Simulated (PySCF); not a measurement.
The system is BCNFH3, in a box.

```
B C N F H
1.0
    13.00000    0.00000    0.00000
     0.00000   12.00000    0.00000
     0.00000    0.00000   11.00000
B C N F H
1 1 1 1 3
Direct
  0.45258 0.57200 0.50557
  0.52332 0.47123 0.52987
  0.49135 0.37851 0.56664
  0.62296 0.48254 0.50202
  0.46430 0.62180 0.41272
  0.37698 0.59020 0.56746
  0.42171 0.37894 0.59416
```

The cell isn't the ideal one: atoms moved at random, drawn with an rms of 0.05 Å.

Program: PySCF 2.14.0. Alike in all runs: task atomic charges; potentials or basis cc-pvdz (all-electron); no spin polarisation; cell atoms moved at random, drawn with an rms of 0.05 Å; k mesh 1 × 1 × 1; smearing fixed.

Order these runs on this cell by their band gap on the k mesh, lowest first.
A. level SCAN0; three-centre integrals read from an earlier run's file; exxdiv ewald
B. level M06+D4; three-centre integrals read from an earlier run's file; exxdiv ewald; three-body dispersion term yes
C. level B97-D+D4; three-centre integrals read from an earlier run's file; three-body dispersion term yes
D. level PBE
E. level LDA; three-centre integrals read from an earlier run's file

E (2.83 eV), D (2.99 eV), C (3.21 eV), B (5.75 eV), A (5.90 eV).

Caveats: this is a molecule in a periodic box at the Γ point, so its band gap is the HOMO-LUMO gap; the basis of atomic orbitals isn't converged, which shifts pressures, moduli and gaps.

